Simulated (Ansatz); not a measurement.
# SnSe: the cost of one run

Program: Ansatz 0.2.0. Level of theory: DFT HSE06, scalar-relativistic, plane waves, PAW. These are calculated values, not measurements.

**1. The starting structure**

Symmetry: Fm-3m, No. 225, cubic system. Conventional cell: a = 5.960 Å, b = 5.960 Å, c = 5.960 Å, α = 90.00°, β = 90.00°, γ = 90.00°. Sn (site symmetry m-3m) has 6 Se at 2.98 Å as nearest neighbours. Se (site symmetry m-3m) has 6 Sn at 2.98 Å as nearest neighbours.

Structure file:

```cif
data_structure
_symmetry_space_group_name_H-M 'Fm-3m'
_symmetry_Int_Tables_number 225
_cell_length_a 5.9600
_cell_length_b 5.9600
_cell_length_c 5.9600
_cell_angle_alpha 90.000
_cell_angle_beta 90.000
_cell_angle_gamma 90.000
_cell_volume 211.71
loop_
_atom_site_label
_atom_site_type_symbol
_atom_site_symmetry_multiplicity
_atom_site_Wyckoff_symbol
_atom_site_fract_x
_atom_site_fract_y
_atom_site_fract_z
_atom_site_occupancy
Sn1 Sn 4 a 0.00000 0.00000 0.00000 1
Se1 Se 4 b 0.50000 0.00000 0.00000 1
```

This is a trial structure built by rule; it need not be a known or stable form of this composition.

The cell is the ideal cubic rocksalt prototype; whether it is the stable structure of this composition wasn't checked.

**2. Seeking zero pressure, try 1**

Contents of input.yaml:

```yaml
crystal:
  lattice:
    - [0.0, 2.98, 2.98]
    - [2.98, 0.0, 2.98]
    - [2.98, 2.98, 0.0]
  atoms:
    - { symbol: Sn, position: [0.0, 0.0, 0.0] }
    - { symbol: Se, position: [0.5, 0.5, 0.5] }
basis:
  ecutwfc: 420
kpoints:
  mp_grid: { grid: [6, 6, 6] }
hamiltonian:
  xc: hse06
scf:
  occupations: { method: gaussian, width: 0.05 }
output:
  forces: true
  stress: true
  eigenvalues: true
```

Launch:

```console
$ ansatz run input.yaml --threads 4 --pin off --max-ram 12288MiB --backend cpu --events-out ev --progress --plain --runs-dir out
```

What time and memory should one allow on 4 threads of Arm Neoverse V1, shared host?

About 16 s, with a peak of 1.8 GiB.
